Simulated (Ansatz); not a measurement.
# One shape, several levels: InH2F (SMILES [H][In]([H])[F])

Wanted: a comparison of 6 runs (HF/STO-3G, B2PLYP/STO-3G, PBE/STO-3G, UPBE0/STO-3G, MP2/STO-3G, CCSDTQ/STO-3G) of InH2F. 

The calculation is run with Ansatz 0.2.0.

58 further runs of the same task are left out: 2 that didn't finish, 56 set aside as unsound or not needed.

## (1) The system as given

InH2F has 4 atoms, charge 0, and is taken as a singlet. As SMILES, `[H][In]([H])[F]`. The H3–In1 distance was set to 3.383 Å, away from the relaxed value. At this shape a bond of the SMILES string is far longer than usual.

Bond lengths: In1–F4 1.946 Å, In1–H2 1.693 Å. Angles: H2–In1–F4 114.4°.

## (2) The energy at HF/STO-3G (run 1)

molecule.yaml reads:

```yaml
crystal:
  periodic: [false, false, false]
  atoms:
    - {symbol: In, position_ang: [1.029801, -1.274681, 0.018480]}
    - {symbol: H, position_ang: [2.711821, -1.465781, 0.032250]}
    - {symbol: H, position_ang: [-0.891440, 1.509340, -0.018860]}
    - {symbol: F, position_ang: [0.031681, -2.944921, 0.024130]}
basis:
  gaussian:
    orbitals: STO-3G
hamiltonian:
  xc: hf
accuracy: high
```

The run is started by

```sh
$ ansatz run molecule.yaml --threads 1 --pin off --max-ram 2610MiB --events-out events.jsonl --progress --plain --runs-dir runs
```

Standard output:

```text
Warning: RAYON_NUM_THREADS=1 ignored (pool sized by the plan → 1); use --threads N
Functional definition: HF
  name "HF"
  exchange = exact_x
  correlation = 0
614 factors; integrals over basis functions are off by at most 4.8e-9 eV
mean field evaluation 1: about -157325.2207 eV, gradient 2.1e1 eV
mean field evaluation 2: about -157325.2492 eV, gradient 2.1e1 eV
mean field evaluation 4: about -157330.3552 eV, gradient 3.6e0 eV
mean field evaluation 8: about -157330.4880 eV, gradient 1.0e-1 eV
mean field evaluation 16: about -157326.9654 eV, gradient 2.7e0 eV
mean field -157330.48807203 eV, -5781.7887942123 hartree, gradient 1.7e-8 eV, S^2 0.000000; 0 other end points of the search recorded, 0 dependent functions left out
reference -157330.48807203 eV, -5781.7887942123 hartree; 30, 30 occupied and 4, 4 virtual orbitals, 614 factors
Total energy: -157330.48807203 eV, -5781.7887942123 hartree
```

Wall time 0.4 s (1 thread of Arm Neoverse V2, shared host).

## (3) A single-point energy at B2PLYP/STO-3G (run 2)

molecule.yaml reads:

```yaml
crystal:
  periodic: [false, false, false]
  atoms:
    - symbol: In
      position_ang: [1.029801, -1.274681, 0.018480]
    - symbol: H
      position_ang: [2.711821, -1.465781, 0.032250]
    - symbol: H
      position_ang: [-0.891440, 1.509340, -0.018860]
    - symbol: F
      position_ang: [0.031681, -2.944921, 0.024130]
basis:
  gaussian:
    orbitals: STO-3G
magnetization:
  spin_polarized: false
hamiltonian:
  xc: {name: B2PLYP}
correlation:
  frozen_orbitals: {F: 1, H: 0, In: 18}
accuracy: high
```

The run is started by

```sh
$ ansatz run molecule.yaml --threads 1 --pin off --max-ram 2610MiB --events-out events.jsonl --progress --plain --runs-dir runs
```

Standard output, shortened:

```text
Warning: RAYON_NUM_THREADS=1 ignored (pool sized by the plan → 1); use --threads N
Functional definition: B2PLYP
  name "B2PLYP"
[...]
614 factors; integrals over basis functions are off by at most 4.8e-9 eV
[...]
mean field -157379.75168044 eV, -5783.5991984290 hartree, gradient 5.7e-8 eV, S^2 0.000000; 0 other end points of the search recorded, 0 dependent functions left out; unrestricted orbitals would lower it
19 core orbitals not correlated: weight in the atoms' cores, before any rotation towards them, 1.000 or more for the frozen orbitals, at most 0.000 for the correlated occupied ones
reference -157379.75169839 eV, -5783.5991990888 hartree; 11, 11 occupied and 4, 4 virtual orbitals, 614 factors
second order -5.22668039 eV of doubles, -0.00000000 eV of singles
Total energy: -157381.16290210 eV, -5783.6510598684 hartree
```

Wall time 2 s (1 thread of Arm Neoverse V2, shared host); peak memory 0.12 GiB.

Runs 3 to 5 aren't shown in full; the table further down has their settings and results.

## (4) The energy at CCSDTQ/STO-3G (run 6)

in.yaml reads:

```yaml
crystal:
  periodic: [false, false, false]
  atoms:
    - {symbol: In, position_ang: [1.029801, -1.274681, 0.018480]}
    - {symbol: H, position_ang: [2.711821, -1.465781, 0.032250]}
    - {symbol: H, position_ang: [-0.891440, 1.509340, -0.018860]}
    - {symbol: F, position_ang: [0.031681, -2.944921, 0.024130]}
basis:
  gaussian:
    orbitals: STO-3G
accuracy: high
correlation:
  method: ccsdtq
  frozen_orbitals: {F: 1, H: 0, In: 18}
scf:
  omitted_lower_state_checks: [cluster_reference, increment]
```

The run is started by

```sh
$ ansatz run in.yaml --threads 1 --pin off --max-ram 2610MiB --events-out events.jsonl --progress --plain --runs-dir runs
```

Standard output:

```text
Warning: RAYON_NUM_THREADS=1 ignored (pool sized by the plan → 1); use --threads N
[... 12 lines left out ...]
19 core orbitals not correlated: weight in the atoms' cores, before any rotation towards them, 1.000 or more for the frozen orbitals, at most 0.000 for the correlated occupied ones
[... 45 lines left out ...]
WARN: these amplitudes may be one of several solutions (largest doubles amplitude 0.72, level shift 7.79 eV)
Total energy: -157335.70238385 eV, -5781.9804166372 hartree
Checks for a lower state left out: cluster_reference, increment
```

Wall time 16 s (1 thread of Arm Neoverse V2, shared host); peak memory 0.22 GiB.

## (5) Overview of the runs

| run | level | frozen core orbitals | energy (Eh) | wall time |
| --- | --- | --- | --- | --- |
| 1 | HF/STO-3G | – | -5781.788794 | 0.4 s |
| 2 | B2PLYP/STO-3G | 19 | -5783.651060 | 2 s |
| 3 | PBE/STO-3G | – | -5783.553936 | 1.6 s |
| 4 | UPBE0/STO-3G | – | -5783.907550 | 7.2 s |
| 5 | MP2/STO-3G | 19 | -5781.900429 | 0.66 s |
| 6 | CCSDTQ/STO-3G | 19 | -5781.980417 | 16 s |

## (6) Summary of results

```
                                           quantity           value
                                run 6: total energy  -5781.98042 Eh
run 6: correlation energy (19 core orbitals frozen)      -191.6 mEh
                               run 6: T1 diagnostic           0.039
```

In words: Below the HF energy at the same shape and in the same basis (STO-3G): MP2 -111.6 mEh; CCSDTQ -191.6 mEh. Totals of different functionals can't be ranked against each other. In runs 2, 5, 6 the log says that unrestricted orbitals would lower the reference, so the values rest on an unstable closed-shell determinant (other closed-shell runs at this shape may share the fault). In runs 1, 2, 3, 4, 5, 6 the basis is minimal, so the values are rough. In runs 1, 2, 3, 4, 5, 6 relativity is left out where basis or elements ask for it. Spin contamination of the reference: run 4 ⟨S²⟩ = 0.92. Where it is this large, the reference is a mixture of spin states, and values that rest on it are in doubt. All runs together took 28 s, the longest 16 s.
